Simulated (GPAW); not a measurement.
HPbNO4:

```xyz
7
Lattice="3.8571 0.0018 -0.0366 0.1735 4.3344 -0.0165 0.7580 0.8387 5.8766" Properties=species:S:1:pos:R:3 pbc="T T T"
H     2.6784    4.0493    1.1289
Pb    3.2640    2.7055    5.3570
N     3.1776    1.4531    2.9117
O     1.3252    2.6900    4.5562
O     2.9731    4.6255    2.8902
O     2.3661    4.0462    0.1903
O     3.3249    2.1006    1.8421
```

The cell was built by a generator and needn't be a form met in nature.

Base run:

```yaml
Program: GPAW 26.7.0
Functional: revPBE
Potentials_or_basis: the program's PAW data sets (release 1.2.1) made for this functional
Cutoff: 800 eV
Basis: pw
k_mesh: 5 × 5 × 3
Occupations: fermi-dirac, width 0.05 eV
Spin: no spin polarisation
```

Its results: pressure 1.5 GPa; largest force 0.243 eV/Å.

After a change of settings the same cell gave: pressure -6.9 GPa; largest force 0.804 eV/Å. Which change was it?
A. functional from revPBE to AM05; potentials or basis from the program's PAW data sets (release 1.2.1) made for this functional to PAW data sets generated in the run's folder for this functional
B. functional from revPBE to LDA
C. functional from revPBE to PBEsol; potentials or basis from the program's PAW data sets (release 1.2.1) made for this functional to PAW data sets generated in the run's folder for this functional
D. functional from revPBE to r2SCAN; potentials or basis from the program's PAW data sets (release 1.2.1) made for this functional to GPAW PAW data sets (gpaw-data 1.2.1)

B.

LDA binds more tightly than revPBE, so the same cell stands under less pressure.

Not every run made on this cell is shown here.
